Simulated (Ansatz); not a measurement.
HfN, space group Fm-3m, cell relaxations under several functionals

With Ansatz 0.2.0, Python API.

The cells in order, each with its output:

In [1]:
```python
import ansatz
import numpy as np
```

In [2]:
```python
def edges_and_angles(cell):
    cell = np.asarray(cell)
    a, b, c = np.linalg.norm(cell, axis=1)
    cosines = cell[1] @ cell[2] / (b * c), cell[0] @ cell[2] / (a * c), cell[0] @ cell[1] / (a * b)
    return (a, b, c, *np.degrees(np.arccos(cosines)))
```

In [3]:
```python
lattice = ansatz.Lattice.of(
    (0.0, 2.256, 2.256),
    (2.256, 0.0, 2.256),
    (2.256, 2.256, 0.0),
)
sites = [
    ("Hf", (0.0, 0.0, 0.0)),
    ("N", (0.5, 0.5, 0.5)),
]
system = ansatz.Crystal(lattice=lattice)
for symbol, position in sites:
    system = system.atom(symbol, position)
```

In [4]:
```python
calc = (
    system.calculation()
    .occupations("fermi_dirac", width=0.1)
    .kpoints(10, 10, 10)
    .relax(cell=True, force_tolerance=0.005, max_steps=60)  # relax until the tolerances are met
)
```

In [5]:
```python
levels = [("lda", "none"), ("r2scan", "d4"), ("pbesol", "none")]
print("level            a       b       c    alpha   beta  gamma  V/atom  steps")
for name, dispersion in levels:
    seen = []
    run = calc.functional(name, dispersion=dispersion).session().plan()
    outcome = run.execute(on_event=lambda e: seen.append(e) if e["event"] == "relax_step" else None)
    cell = outcome.lattice.cell_ang
    label = name if dispersion == "none" else f"{name}+{dispersion}"
    print("{:13s} {:7.4f} {:7.4f} {:7.4f} {:6.2f} {:6.2f} {:6.2f}".format(label, *edges_and_angles(cell)), f"{abs(np.linalg.det(cell)) / len(outcome.lattice.sites):7.3f} {len(seen):5d}")
```
```text
level            a       b       c    alpha   beta  gamma  V/atom  steps
DeckWarning: basis.ecutwfc = 420 eV, auto-derived from the records' recommended cutoffs: set by Hf (normal level)
lda            3.1597  3.1597  3.1597  60.00  60.00  60.00  11.153     7
DeckWarning: basis.ecutwfc = 500 eV, auto-derived from the records' recommended cutoffs: set by Hf (their level for a meta-GGA)
r2scan+d4      3.1940  3.1940  3.1940  60.00  60.00  60.00  11.520     4
pbesol         3.1835  3.1835  3.1835  60.00  60.00  60.00  11.407     4
```

From smallest to largest: LDA (11.15 Å³ an atom, -2.9 % against the start), PBEsol (11.41 Å³ an atom, -0.6 % against the start) and r2SCAN+D4 (11.52 Å³ an atom, +0.3 % against the start). The spread is 3.3 % in volume.

Reading the output:
- Spin is left out of this run.
- Forces vanish by symmetry, so the ions can't move, and the end may be a saddle.
- Dispersion corrections can be off by several per cent in the lattices of metals, and by several GPa in the pressure at a fixed cell.
- The mesh is modest for a metal, so energies can be off by several to tens of meV an atom and pressures by half a GPa or more; differences at equal mesh fare better.
- Edges and angles are those of the cell as typed, here a primitive one, not of the conventional cell.
- Spin-orbit coupling, which matters for elements this heavy, is left out.
- The structure is a deposited one; some such entries were measured under pressure or heat, so a shift against it needn't be the functional's error alone.
- Warnings are shown shortened and without file and line.
- Timing: 27 s on 1 thread of Arm Neoverse V2 (shared host), peak memory 0.47 GiB.

(A comment or docstring line of the script was reworded after the run, the code is as it ran.)
